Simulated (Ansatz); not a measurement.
**Two structures of Rh: comparison of enthalpies under pressure, by script**

One table from this session's results is given with a row withheld; the runs are named, their logs left out.

All numbers are computed with Ansatz 0.2.0, driven from Python. Level of theory: DFT LDA, plane waves, PAW.

## The structure

Rh Im-3m: Symmetry: Im-3m, No. 229, cubic system. The conventional cell has a = 3.010 Å, b = 3.010 Å, c = 3.010 Å, α = 90.00°, β = 90.00°, γ = 90.00°. Rh (site symmetry m-3m) has 8 Rh at 2.61 Å as nearest neighbours.

Rh Pm-3m: Symmetry: Pm-3m, No. 221, cubic system. The conventional cell has a = 2.470 Å, b = 2.470 Å, c = 2.470 Å, α = 90.00°, β = 90.00°, γ = 90.00°. Around Rh (site symmetry m-3m) lie 6 Rh at 2.47 Å.

The script holds or builds the structure itself.

Set-up of the first run:

The input, transition.py:

```python
"""Enthalpies of two structures of Rh under pressure."""

import warnings

import ansatz as az
import numpy as np
from tabulate import tabulate


def bcc(a_site, a):
    return (
        az.Lattice.bcc(a)
        .space_group(229)
        .atom(a_site, (0, 0, 0))
        .primitive()
    )


def sc(a_site, a):
    return (
        az.Lattice.cubic(a)
        .space_group(221)
        .atom(a_site, (0, 0, 0))
    )


def compute(name, crystal, pressure=0.0):
    calc = crystal.calculation()
    calc = calc.functional(az.Functional.LDA).scf(tolerance=1e-07)
    calc = calc.basis(500).kpoints(spacing=0.26)
    calc = calc.occupations("gaussian", width=0.1)
    calc = calc.relax(force_tolerance=0.03, max_steps=40, cell=True, pressure=pressure)
    return calc.run(threads=1, backend="cpu")


def volume_per_atom(outcome):
    return abs(np.linalg.det(outcome.lattice.cell_ang)) / len(outcome.lattice.sites)


def main() -> None:
    warnings.simplefilter("ignore", az.DeckWarning)

    phases = {}
    phases["bcc"] = bcc("Rh", 3.01)
    phases["sc"] = sc("Rh", 2.47)

    # enthalpy per atom at each pressure
    pressures = [0, 5, 10, 20]
    enthalpy, volume = {name: [] for name in phases}, {name: [] for name in phases}
    for p in pressures:
        for name, crystal in phases.items():
            o = compute(name, crystal, pressure=p)
            volume[name].append(volume_per_atom(o))
            enthalpy[name].append(o.report["energy_sigma0_ev"] / len(o.lattice.sites) + p * volume[name][-1] / 160.21766)
    gap = np.array(enthalpy["sc"]) - np.array(enthalpy["bcc"])
    rows = [(p, va, vb, 1000 * d) for p, va, vb, d in zip(pressures, volume["bcc"], volume["sc"], gap)]
    print(tabulate(rows, headers=["P (GPa)", "V bcc (A^3/atom)", "V sc (A^3/atom)", "H(sc) - H(bcc) (meV/atom)"], floatfmt=".4f", tablefmt="rst"))
    crossings = [p0 - g0 * (p1 - p0) / (g1 - g0) for p0, p1, g0, g1 in zip(pressures, pressures[1:], gap, gap[1:]) if g0 * g1 < 0]
    print("crossing near", [round(float(p), 1) for p in crossings], "GPa") if crossings else print("no crossing in this range")


if __name__ == "__main__":
    main()
```

Run with:

```sh
python transition.py
```

One of the session's tables, all rows but one given; the rest of the session is left out.

It belongs to the step «The engine's runs». Enthalpy H = E + pV of the second structure less the first:

```
pressure (GPa)  ΔH (meV/atom)
             0          496.1
             5          547.0
            10              ?
            20          686.1
```

Q: Estimate the row for pressure (GPa) = 10 from the others.

Worked estimate for «ΔH (meV/atom)». A straight line through the neighbours (5, 547.0) and (20, 686.1) gives 547.0 + (686.1 − 547.0) × (10 − 5) / (20 − 5) = 593.4; a parabola fitted to 3 rows on both sides gives 595.6.

As computed: ΔH (meV/atom): 595.5. In «ΔH (meV/atom)» the line misses by -2.1 and the parabola by +0.1.

Caveats from the session: Warnings in the runs' records: stress scf threshold loose.
